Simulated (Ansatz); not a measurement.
# CH5ClGaNS: the cost of one run

Method: the settings change from run to run; program: Ansatz 0.2.0, Gaussian basis.

## (1) The molecule

An earlier PBE0-D4 in a triple-zeta def2 set relaxation fixed the geometry.

10 atoms, charge 0, spin multiplicity 1.

Atoms are counted from 1 here; the program's logs count them from 0.

Bond lengths: C1–N2 1.443 Å, C1–H6 1.093 Å, C1–H7 1.096 Å, C1–H8 1.096 Å, N2–Ga3 1.801 Å, N2–H9 1.007 Å, Ga3–S4 2.187 Å, Ga3–Cl5 2.138 Å, S4–H10 1.344 Å. Angles: N2–C1–H6 110.3°, N2–C1–H7 112.2°, N2–C1–H8 112.2°, H6–C1–H7 106.9°, H6–C1–H8 106.9°, H7–C1–H8 108.0°, C1–N2–Ga3 128.4°, C1–N2–H9 114.3°, Ga3–N2–H9 117.4°, N2–Ga3–S4 125.6°, N2–Ga3–Cl5 116.8°, S4–Ga3–Cl5 117.6°, Ga3–S4–H10 93.5°.

As a file:

```mol
CH5ClGaNS
  3D, bonds by distance, orders not assigned

 10  9  0  0  0  0  0  0  0  0999 V2000
   -0.8303    0.0869    1.1779 C   0  0
   -0.3466    0.7814    0.0095 N   0  0
    0.7799    0.1809   -1.2609 Ga  0  0
    1.6943   -1.8052   -1.3161 S   0  0
    1.2549    1.5353   -2.8458 Cl  0  0
   -0.4185   -0.9244    1.2150 H   0  0
   -0.5360    0.5858    2.1085 H   0  0
   -1.9218   -0.0130    1.1779 H   0  0
   -0.6940    1.7220   -0.0867 H   0  0
    1.1013   -2.2008   -0.1763 H   0  0
  1  2  8  0
  2  3  8  0
  3  4  8  0
  3  5  8  0
  1  6  8  0
  1  7  8  0
  1  8  8  0
  2  9  8  0
  4 10  8  0
M  END
```

## (2) r2SCANh/def2-mTZVPP

Options: charge +1, multiplicity 2, restricted open-shell orbitals, D4 dispersion.

Contents of in.yaml:

```yaml
crystal:
  periodic: [false, false, false]
  atoms:
    - {symbol: C, position_ang: [-0.830293, 0.086927, 1.177924]}
    - {symbol: N, position_ang: [-0.346610, 0.781385, 0.009533]}
    - {symbol: Ga, position_ang: [0.779871, 0.180881, -1.260922]}
    - {symbol: S, position_ang: [1.694320, -1.805247, -1.316112]}
    - {symbol: Cl, position_ang: [1.254905, 1.535255, -2.845795]}
    - {symbol: H, position_ang: [-0.418523, -0.924372, 1.214966]}
    - {symbol: H, position_ang: [-0.535992, 0.585840, 2.108505]}
    - {symbol: H, position_ang: [-1.921810, -0.012969, 1.177860]}
    - {symbol: H, position_ang: [-0.694006, 1.722000, -0.086717]}
    - {symbol: H, position_ang: [1.101339, -2.200799, -0.176341]}
basis:
  gaussian: {orbitals: def2-mTZVPP}
total_charge: 1
magnetization: {spin_polarized: false, initial_magnetization: 1}
hamiltonian: {xc: {name: r2SCANh}, dispersion: d4}
output: {forces: true}
```

Command:

```
$ ansatz run in.yaml --threads 4 --pin off --events-out ev --progress --plain --max-ram 10444MiB
```

Q: Estimate wall time and peak memory on 4 threads of Intel Xeon at 2.50GHz, shared host.

About 36 s, with a peak of 0.75 GiB.
